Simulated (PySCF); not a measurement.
**C₄H₈F₂OSi: electronic excitations**

Wanted: the electronic excitations of C₄H₈F₂OSi (`FCO[C@@H]1[SiH2]C[C@H]1F`), by calculation.

Programs: PySCF 2.14.0, with density-fitted response routines of our own. Each step states its level of theory. These are calculated values for one molecule in the gas phase, unless marked as measured. Atoms count from 0, in the outputs and in this text.

## (1) The molecule as given

16 atoms, charge 0, multiplicity 1; geometry from: GFN2-xTB.

Bonds of the start (Å): F0–C1 1.38, C1–O2 1.36, O2–C3 1.42, C3–Si4 1.93, Si4–C5 1.91, C5–C6 1.54, C6–F7 1.38, C6–C3 1.54, C1–H8 1.10, C1–H9 1.10, C3–H10 1.10, Si4–H11 1.46, Si4–H12 1.46, C5–H13 1.09, C5–H14 1.09, C6–H15 1.09.

## (2) TDDFT and polarisability: CAM-B3LYP/def2-SVPD

Job settings and geometry (Å):

```
{"job": {"kind": "uv", "xc": "CAM-B3LYP", "basis": "def2-SVPD", "nstates": 8, "ntriplets": 3}, "charge": 0, "multiplicity": 1}
F      1.526108    -1.559423     1.751283
C      2.116934    -0.508240     1.080044
O      1.230773     0.505442     0.855564
C      0.397035     0.364139    -0.288349
Si    -1.043279     1.640561    -0.384100
C     -1.896397    -0.049433    -0.669196
C     -0.617973    -0.793435    -0.256607
F     -0.287652    -1.805082    -1.132632
H      2.907686    -0.133624     1.740767
H      2.530563    -0.938216     0.153753
H      1.022611     0.276187    -1.185803
H     -1.001022     2.566666    -1.512134
H     -1.313419     2.273769     0.899283
H     -2.768718    -0.324296    -0.082753
H     -2.122441    -0.256727    -1.714040
H     -0.688407    -1.249343     0.733509
```

With the program's defaults for keys left out, this is: TDDFT CAM-B3LYP/def2-SVPD, vertical, gas phase, core orbitals frozen in the response.

Started as:

```sh
$ OMP_NUM_THREADS=1 python probes_run.py task.json out
```

This one command runs all jobs of the session in turn.

The program printed:

```text
coarse grid: 14192 points
cycle   1  E = -720.8227354592  dE =  1.108e+00  |g| = 8.249e-01  |ddm| = 5.568e+00
cycle   2  E = -720.7820136888  dE =  4.072e-02  |g| = 1.017e+00  |ddm| = 1.792e+00
cycle   3  E = -720.9507055187  dE = -1.687e-01  |g| = 6.329e-02  |ddm| = 9.268e-01
cycle   4  E = -720.9513520760  dE = -6.466e-04  |g| = 3.260e-02  |ddm| = 1.386e-01
cycle   5  E = -720.9515873089  dE = -2.352e-04  |g| = 8.682e-03  |ddm| = 5.374e-02
cycle   6  E = -720.9516020659  dE = -1.476e-05  |g| = 2.934e-03  |ddm| = 1.174e-02
cycle   7  E = -720.9516035278  dE = -1.462e-06  |g| = 5.296e-04  |ddm| = 3.294e-03
final grid: 134152 points
cycle   8  E = -721.0633838744  dE = -3.623e-05  |g| = 5.279e-03  |ddm| = 7.949e-02
cycle   9  E = -721.0633818218  dE =  2.053e-06  |g| = 6.544e-03  |ddm| = 1.386e-02
cycle  10  E = -721.0633892267  dE = -7.405e-06  |g| = 3.389e-04  |ddm| = 5.706e-03
cycle  11  E = -721.0633892448  dE = -1.812e-08  |g| = 1.963e-04  |ddm| = 6.870e-04
cycle  12  E = -721.0633892528  dE = -7.984e-09  |g| = 3.803e-05  |ddm| = 3.135e-04
cycle  13  E = -721.0633892531  dE = -2.835e-10  |g| = 1.406e-05  |ddm| = 7.226e-05
converged SCF energy = -721.0633892531

Static polarisability (au): isotropic 77.578, principal 67.611 76.920 88.201

Singlet excitations
state   eV       nm        f      main configurations
  1   7.2125    171.9   0.02732   H->L 0.78
  2   7.3491    168.7   0.05150   H-1->L 0.81
  3   7.6837    161.4   0.00621   H->L+3 0.30, H-2->L 0.20, H->L+1 0.19
  4   7.8100    158.8   0.03872   H-2->L 0.22, H-1->L+2 0.20, H-1->L+1 0.19
  5   7.9205    156.5   0.01714   H-1->L+1 0.30, H-1->L+2 0.27, H->L+2 0.15
  6   7.9730    155.5   0.01386   H-2->L 0.32, H-1->L+3 0.13, H->L+1 0.11
  7   8.0862    153.3   0.00151   H->L+1 0.31, H->L+2 0.27, H-1->L+2 0.11
  8   8.3237    149.0   0.00986   H-2->L+2 0.33, H-2->L+3 0.27, H-2->L+1 0.18

Triplet excitations (Tamm-Dancoff, eV): 6.4870 6.8793 7.2119
```

Run time: 2.2 min. Hardware: 1 thread of Arm Neoverse N1, shared host; peak memory 1.1 GiB.

The orbitals next to the gap, with their largest atomic shares:

| orbital | eV | atoms |
| --- | --- | --- |
| HOMO−3 | -10.84 | O2 27 %, F0 19 %, C1 18 % |
| HOMO−2 | -10.24 | C5 26 %, F7 17 %, C6 15 % |
| HOMO−1 | -9.73 | O2 25 %, C5 19 %, C3 16 % |
| HOMO | -9.68 | C3 28 %, O2 19 %, Si4 14 % |
| LUMO | 0.74 | Si4 34 %, H11 11 %, H12 11 % |
| LUMO+1 | 1.22 | Si4 42 %, H11 12 %, H10 6 % |
| LUMO+2 | 1.55 | Si4 26 %, C6 10 %, C5 9 % |

With each of the 8 states as a Gaussian band of 0.4 eV half-width at 1/e, the curve within the window shown has maxima at 165 nm (ε 3,900) L/(mol cm). Beyond the last state computed it falls off for lack of states. The curve at chosen wavelengths:

```
 nm  ε (L/mol/cm)
144           335
146           603
147           781
149          1233
151          1799
153          2419
154          2719
156          3235
158          3588
159          3702
161          3834
163          3893
165          3915
166          3908
168          3831
170          3625
172          3267
173          3037
175          2509
177          1948
178          1677
180          1189
182           795
184           503
185           393
187           230
```

Leading natural transition orbitals of singlet state 2: the hole lies on C3, C5 about 19 % each; O2 17 %; Si4 15 %; the particle on H11, H12 about 17 % each; Si4 17 %; C3 9 %.

Leading natural transition orbitals of singlet state 1: the hole lies on C3 28 %; O2 14 %; C6 12 %; the particle on Si4 19 %; H11, H12 about 17 % each; C3 9 %.

Ground-state properties from the same run:

```csv
property,computed
dipole moment (D),2.33
polarisability (Å³),11.50
HOMO–LUMO gap (eV),10.42
−ε(HOMO) (eV),9.68
```

Orbitals, density, ELF and potential are computed afterwards from the orbital file.

Frontier orbitals at CAM-B3LYP/def2-SVPD, with the share of their density that lies nearest to each atom:

```csv
orbital,energy (eV),lies on
HOMO,-9.68,C3 29 %; O2 17 %; Si4 12 %
LUMO,0.74,"H11, H12 about 21 % each; Si4 16 %; H13 10 %"
```

ELF in a plane through or near 6 of the atoms.

Ten even steps from ' ' (0.00) to '@' (1.00):
```
                                                        
                                                        
                                                        
                                    ....                
                    ..          ..::----::..            
        ..==--    ==##++..    ::::::++**++::            
      ..%%@@@@::  **%%%%--..--++  ==..==++::            
      ==@@@@@@%%::**####++--##%%..--##..--..            
      --@@@@@@%%::%%****%%==##@@::....**++::            
        ==**##..%%++**++++==**==::##@@@@**::            
            ::------....==%%%%++==**++**==..            
            ..----::    --##--::%%==##--++::            
          ..--====--    --++::..%%##++##++::            
            ::====::    ..--==------====--..            
              ....        ......    ......              
                        ..::::..                        
                            ..                          
                                                        
                                                        
                                                        
```
The map spans 11.7 Å across and 9.2 Å up, centred on the molecule. Atoms in the plane (x, y in Å): C1 (-2.4, 0.2), O2 (-1.3, 0.9), Si4 (1.6, 1.2), C5 (1.9, -0.7), C6 (0.4, -1.0), H8 (-3.3, 0.9).

On the surface of density 0.002 e/bohr³ the electrostatic potential runs, from the 1st to the 99th percentile, from -1.09 V near F7 to 1.39 V near Si4.

## (3) Outcome

| quantity | value |
| --- | --- |
| lowest singlet (CAM-B3LYP/def2-SVPD) | 7.21 eV (172 nm), f = 0.027 |
| brightest single state of those computed | state 2, 7.35 eV, f = 0.051 |
| lowest triplet | 6.49 eV |
| surface potential, 1st and 99th percentile | -1.09 V and 1.39 V |

In words: The first singlet state (HOMO→LUMO 0.78) lies at 7.21 eV and is weak; of the 8 states computed, the strongest absorption comes from state 2 at 7.35 eV. The lowest triplet lies 0.73 eV below the lowest singlet (triplets in Tamm-Dancoff, singlets in full TDDFT).
